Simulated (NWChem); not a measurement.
**A workflow on the pair BH2S2F···H2S**

Wanted: the energy (singlet BH4S3F, BLYP-D3(BJ)/def2-SVPD), then the energy (singlet BH2S2F, BLYP-D3(BJ)/def2-SVPD), then the energy (singlet H2S, BLYP-D3(BJ)/def2-SVPD), then the energy (singlet BH2S2F, BLYP-D3(BJ)/def2-SVPD), then a single-point energy (singlet H2S, BLYP-D3(BJ)/def2-SVPD) of BFH4S3 and its partners. 

Program for the calculation: NWChem 7.3.0.

## Step 1: The molecule

BH4S3F has 9 atoms, charge 0, and is taken as a singlet. The two molecules were placed rigidly side by side, at 0.8 times their contact distance; the pair isn't optimised.

Bond lengths: F1–B2 1.328 Å, B2–S3 1.805 Å, B2–S4 1.805 Å, S3–H5 1.343 Å, S4–H6 1.343 Å, S7–H8 1.341 Å, S7–H9 1.341 Å. Angles: F1–B2–S3 120.5°, F1–B2–S4 120.5°, S3–B2–S4 119.0°, B2–S3–H5 94.6°, B2–S4–H6 94.6°, H8–S7–H9 92.3°.

## Step 2: The energy at BLYP-D3(BJ)/def2-SVPD (run 1)

nw.nw

```
start nw
title "BFH4S3"
memory total 2200 mb

geometry units bohr noautosym nocenter noautoz
  F  -0.87670064 -1.42715896  1.92859779
  B  -0.01517450 -0.02479321  0.03358043
  S   3.30356252 -0.03046239 -0.75670303
  S  -2.14470687  1.91690039 -1.79246192
  H   3.94361276 -1.67452411  1.06858343
  H  -4.21055547  1.24000049 -0.48155891
  S   3.64685017 -3.31890710  5.28796392
  H   4.08065570 -3.68322739  7.75830840
  H   4.35538408 -5.68304896  4.71074708
end

basis "ao basis" spherical bse
  * library def2-SVPD
end

dft
  xc becke88 lyp
  disp vdw 4
  grid fine
  convergence energy 1e-08
  maxiter 100
  mulliken
  noprint "final vectors analysis"
end

task dft energy
```

Command:

```bash
$ nwchem nw.nw > nw.out
```

Output:

```text
[...]
          Wavefunction type:  closed shell.
          No. of atoms     :     9
          No. of electrons :    66
[...]
          Charge           :     0
          Spin multiplicity:     1
[...]
          AO basis - number of functions:   156
[...]
              XC Information
              --------------
                    Becke 1988 Exchange Functional  1.000
              Lee-Yang-Parr Correlation Functional  1.000
[...]
 d= 0,ls=0.0,diis     1  -1321.2017888752 -1.63D+03  1.21D-02  9.99D-01     4.4
[...]
 d= 0,ls=0.0,diis    11  -1321.3158195438 -2.25D-09  1.41D-07  2.99D-10    42.4
         Total DFT energy =    -1321.315819543820
      One electron energy =    -2445.793568120533
           Coulomb energy =      905.426362213862
    Exchange-Corr. energy =      -92.961171252684
 Nuclear repulsion energy =      312.029958372196
    Dispersion correction =       -0.017400756661
[...]
      Total Density - Mulliken Population Analysis
     ---------------------------------------------
    Atom       Charge   Shell Charges
 -----------   ------   -------------------------------------------------------
    1 F    9     9.36   1.99  1.15  0.70  0.19  3.37  1.76  0.18  0.01  0.01
    2 B    5     4.50   1.98  0.86 -0.20 -0.04  1.62  0.04  0.16  0.07
    3 S   16    16.24   2.00  1.98  1.33  0.34  0.02  5.92  1.87  2.50  0.19  0.05  0.05
    4 S   16    16.28   2.00  1.98  1.32  0.41  0.04  5.92  1.87  2.47  0.18  0.05  0.05
    5 H    1     0.84   0.73 -0.04  0.03  0.12
    6 H    1     0.80   0.73 -0.03  0.03  0.07
    7 S   16    16.24   2.00  1.98  1.33  0.40  0.01  5.92  1.85  2.49  0.15  0.05  0.07
    8 H    1     0.89   0.72  0.07  0.03  0.07
    9 H    1     0.85   0.72  0.02  0.03  0.08
[...]
```

It took 43 s on 1 thread of Intel Xeon 6975P-C (Granite Rapids), shared host; peak memory 0.14 GiB.

## Step 3: BH2S2F: a single-point energy at BLYP-D3(BJ)/def2-SVPD (run 2)

bfh2s2.nw

```
start bfh2s2
title "BFH2S2 BLYP"
memory 2200 mb
charge 0

geometry units angstroms noautosym nocenter noautoz
   F       -0.463930      -0.755220       1.020570
   B       -0.008030      -0.013120       0.017770
   S        1.748170      -0.016120      -0.400430
   S       -1.134930       1.014380      -0.948530
   H        2.086870      -0.886120       0.565470
   H       -2.228130       0.656180      -0.254830
end

basis "ao basis" spherical bse
   * library def2-SVPD
end

dft
   xc becke88 lyp
   disp vdw 4
   grid fine
   convergence energy 1e-08
   maxiter 100
   mulliken
   print low
end

task dft energy
```

Command:

```bash
$ nwchem bfh2s2.nw > bfh2s2.out
```

Output:

```text
[...]
 d= 0,ls=0.0,diis     1   -921.9579534474 -1.11D+03  1.50D-02  7.93D-01     1.9
[...]
 d= 0,ls=0.0,diis    11   -922.0510941860 -1.46D-09  1.65D-07  2.13D-10    16.7
         Total DFT energy =     -922.051094185966
      One electron energy =    -1645.146635084691
           Coulomb energy =      602.654902513407
    Exchange-Corr. energy =      -66.585224893474
 Nuclear repulsion energy =      187.036895301937
    Dispersion correction =       -0.011032023145
[...]
      Total Density - Mulliken Population Analysis
     ---------------------------------------------
    Atom       Charge   Shell Charges
 -----------   ------   -------------------------------------------------------
    1 F    9     9.36   1.99  1.15  0.70  0.22  3.37  1.76  0.16  0.01  0.01
    2 B    5     4.51   1.98  0.86 -0.20 -0.02  1.62  0.04  0.16  0.06
    3 S   16    16.26   2.00  1.98  1.32  0.42  0.04  5.92  1.87  2.45  0.17  0.05  0.05
    4 S   16    16.26   2.00  1.98  1.32  0.42  0.04  5.92  1.87  2.45  0.17  0.05  0.05
    5 H    1     0.80   0.72 -0.02  0.03  0.07
    6 H    1     0.80   0.72 -0.02  0.03  0.07
[...]
```

Wall time 17 s (1 thread of Intel Xeon 6975P-C (Granite Rapids), shared host); peak memory 0.13 GiB.

## Step 4: H2S: a single-point energy at BLYP-D3(BJ)/def2-SVPD (run 3)

mol.nw

```
start mol
memory stack 880 mb heap 220 mb global 1100 mb
charge 0

geometry noautosym nocenter noautoz
   S      1.929830    -1.756290     2.798270
   H      2.159390    -1.949080     4.105520
   H      2.304770    -3.007340     2.492820
end

basis spherical bse
   * library def2-SVPD
end

dft
   xc becke88 lyp
   disp vdw 4
   grid fine
   convergence energy 1e-08
   maxiter 100
   mulliken
   noprint "final vectors analysis"
end

task dft energy
```

Command:

```bash
$ nwchem mol.nw > mol.out
```

Output:

```text
[...]
          Wavefunction type:  closed shell.
          No. of atoms     :     3
          No. of electrons :    18
[...]
          Charge           :     0
          Spin multiplicity:     1
[...]
          AO basis - number of functions:    43
[...]
              XC Information
              --------------
                    Becke 1988 Exchange Functional  1.000
              Lee-Yang-Parr Correlation Functional  1.000
[...]
 d= 0,ls=0.0,diis     1   -399.2434463816 -4.12D+02  1.24D-02  1.96D-01     0.2
[...]
 d= 0,ls=0.0,diis     7   -399.2647972467 -7.95D-09  4.14D-07  3.19D-10     1.0
         Total DFT energy =     -399.264797246707
      One electron energy =     -576.322573829668
           Coulomb energy =      190.525165484552
    Exchange-Corr. energy =      -26.364737696046
 Nuclear repulsion energy =       12.899080987511
    Dispersion correction =       -0.001732193055
[...]
      Total Density - Mulliken Population Analysis
     ---------------------------------------------
    Atom       Charge   Shell Charges
 -----------   ------   -------------------------------------------------------
    1 S   16    16.22   2.00  1.98  1.32  0.42  0.04  5.92  1.85  2.43  0.19  0.04  0.03
    2 H    1     0.89   0.72  0.05  0.03  0.08
    3 H    1     0.89   0.72  0.05  0.03  0.08
[...]
```

Run time: 1.6 s. Hardware: 1 thread of Intel Xeon 6975P-C (Granite Rapids), shared host; peak memory 0.12 GiB.

## Step 5: BH2S2F among ghost functions: the energy at BLYP-D3(BJ)/def2-SVPD (with ghost functions) (run 4)

bfh2s2.nw

```
start bfh2s2
memory stack 880 mb heap 220 mb global 1100 mb

geometry units angstroms noautosym nocenter noautoz
  F    -0.463930   -0.755220    1.020570
  B    -0.008030   -0.013120    0.017770
  S     1.748170   -0.016120   -0.400430
  S    -1.134930    1.014380   -0.948530
  H     2.086870   -0.886120    0.565470
  H    -2.228130    0.656180   -0.254830
  bqS      1.929830    -1.756290     2.798270
  bqH      2.159390    -1.949080     4.105520
  bqH      2.304770    -3.007340     2.492820
end

basis spherical bse
  F library def2-SVPD
  B library def2-SVPD
  S library def2-SVPD
  H library def2-SVPD
  bqS library S def2-SVPD
  bqH library H def2-SVPD
end

dft
  xc becke88 lyp
  disp vdw 4
  grid fine
  convergence energy 1e-08
  iterations 100
  mulliken
  print low
end

task dft energy
```

Command:

```bash
$ nwchem bfh2s2.nw > bfh2s2.out
```

Output:

```text
[...]
 d= 0,ls=0.0,diis     1   -921.9584833187 -1.11D+03  1.15D-02  7.98D-01     4.2
[...]
 d= 0,ls=0.0,diis    11   -922.0517139776 -1.49D-09  1.31D-07  2.35D-10    41.2
         Total DFT energy =     -922.051713977564
      One electron energy =    -1645.143064793291
           Coulomb energy =      602.649504893090
    Exchange-Corr. energy =      -66.584017356155
 Nuclear repulsion energy =      187.036895301937
    Dispersion correction =       -0.011032023145
[...]
      Total Density - Mulliken Population Analysis
     ---------------------------------------------
    Atom       Charge   Shell Charges
 -----------   ------   -------------------------------------------------------
    1 F    9     9.39   1.99  1.15  0.70  0.21  3.37  1.76  0.19  0.01  0.01
    2 B    5     4.49   1.98  0.86 -0.21 -0.03  1.62  0.03  0.16  0.07
    3 S   16    16.24   2.00  1.98  1.33  0.35  0.02  5.92  1.87  2.49  0.19  0.05  0.05
    4 S   16    16.27   2.00  1.98  1.32  0.41  0.04  5.92  1.87  2.47  0.17  0.05  0.05
    5 H    1     0.81   0.73 -0.07  0.03  0.11
    6 H    1     0.80   0.72 -0.03  0.03  0.07
    7 X    0    -0.00   0.00  0.00 -0.00 -0.00 -0.01  0.00 -0.00  0.00 -0.01  0.00  0.02
    8 X    0     0.00  -0.00  0.00 -0.00  0.00
    9 X    0     0.00   0.00  0.00 -0.00 -0.00
[...]
```

It took 42 s on 1 thread of Intel Xeon 6975P-C (Granite Rapids), shared host; peak memory 0.14 GiB.

## Step 6: H2S among ghost functions: the energy at BLYP-D3(BJ)/def2-SVPD (with ghost functions) (run 5)

geom.nw

```
start geom
memory stack 880 mb heap 220 mb global 1100 mb
charge 0

geometry units angstroms noautosym nocenter noautoz
  S        1.929830      -1.756290       2.798270
  H        2.159390      -1.949080       4.105520
  H        2.304770      -3.007340       2.492820
  bqF     -0.463930    -0.755220     1.020570
  bqB     -0.008030    -0.013120     0.017770
  bqS      1.748170    -0.016120    -0.400430
  bqS     -1.134930     1.014380    -0.948530
  bqH      2.086870    -0.886120     0.565470
  bqH     -2.228130     0.656180    -0.254830
end

basis spherical bse
  S library def2-SVPD
  H library def2-SVPD
  bqF library F def2-SVPD
  bqB library B def2-SVPD
  bqS library S def2-SVPD
  bqH library H def2-SVPD
end

dft
  xc becke88 lyp
  disp vdw 4
  grid fine
  convergence energy 1e-08
  maxiter 100
  mulliken
  print low
end

task dft energy
```

Command:

```bash
$ nwchem geom.nw > geom.out
```

Output:

```text
[...]
 d= 0,ls=0.0,diis     1   -399.2443669126 -4.12D+02  3.75D-03  2.04D-01     3.7
[...]
 d= 0,ls=0.0,diis     7   -399.2657859907 -8.07D-09  3.54D-07  5.36D-10    24.6
         Total DFT energy =     -399.265785990744
      One electron energy =     -576.313747741916
           Coulomb energy =      190.513010062524
    Exchange-Corr. energy =      -26.362397105809
 Nuclear repulsion energy =       12.899080987511
    Dispersion correction =       -0.001732193055
[...]
      Total Density - Mulliken Population Analysis
     ---------------------------------------------
    Atom       Charge   Shell Charges
 -----------   ------   -------------------------------------------------------
    1 S   16    16.21   2.00  1.98  1.33  0.40  0.01  5.92  1.85  2.48  0.17  0.04  0.03
    2 H    1     0.90   0.72  0.07  0.03  0.07
    3 H    1     0.86   0.73  0.02  0.03  0.08
    4 X    0    -0.00   0.00 -0.00  0.00 -0.00  0.00  0.00  0.00  0.00 -0.00
    5 X    0     0.03   0.00 -0.00  0.00  0.01 -0.00  0.00  0.00  0.02
    6 X    0    -0.00   0.00  0.00  0.00 -0.00 -0.00  0.00 -0.00 -0.00 -0.00 -0.00  0.00
    7 X    0    -0.00   0.00 -0.00  0.00 -0.00 -0.00 -0.00 -0.00 -0.00 -0.00 -0.00  0.00
    8 X    0     0.01   0.00  0.00 -0.00  0.01
    9 X    0     0.00  -0.00  0.00 -0.00  0.00
[...]
```

Run time: 25 s. Hardware: 1 thread of Intel Xeon 6975P-C (Granite Rapids), shared host; peak memory 0.14 GiB.

## Step 7: Outcome

| quantity | value |
| --- | --- |
| run 1, BLYP-D3(BJ)/def2-SVPD: total energy | -1321.31582 Eh |
| run 1, BLYP-D3(BJ)/def2-SVPD: dipole moment | 1.90 D |
| run 1, BLYP-D3(BJ)/def2-SVPD: dispersion energy | -45.69 kJ/mol |
| BH2S2F: total energy | -922.05109 Eh |
| BH2S2F: dispersion energy | -28.96 kJ/mol |
| H2S: total energy | -399.26480 Eh |
| H2S: dipole moment | 0.96 D |
| H2S: dispersion energy | -4.55 kJ/mol |
| BH2S2F among ghost functions: total energy | -922.05171 Eh |
| BH2S2F among ghost functions: dispersion energy | -28.96 kJ/mol |
| H2S among ghost functions: total energy | -399.26579 Eh |
| H2S among ghost functions: dispersion energy | -4.55 kJ/mol |
| interaction energy of the rigid parts BH2S2F and H2S (parts in their own basis; closest atoms 2.40 Å apart) | 0.002 eV |
| interaction energy of the rigid parts BH2S2F and H2S (parts in the whole basis, counterpoise; closest atoms 2.40 Å apart) | 0.046 eV |

What this shows: The interaction energy of the rigid parts BH2S2F and H2S (parts in their own basis; closest atoms 2.40 Å apart) is 0.00 eV (0.0 kcal/mol). Without counterpoise this holds the superposition error of the basis. The interaction energy of the rigid parts BH2S2F and H2S (parts in the whole basis, counterpoise; closest atoms 2.40 Å apart) is 0.05 eV (4.4 kJ/mol): the parts repel at this shape. The basis-set superposition error is 4.2 kJ/mol. Mulliken charges (H2S) run from -0.22 on S1 to +0.11 on H2; in a basis this large or diffuse they mean little.
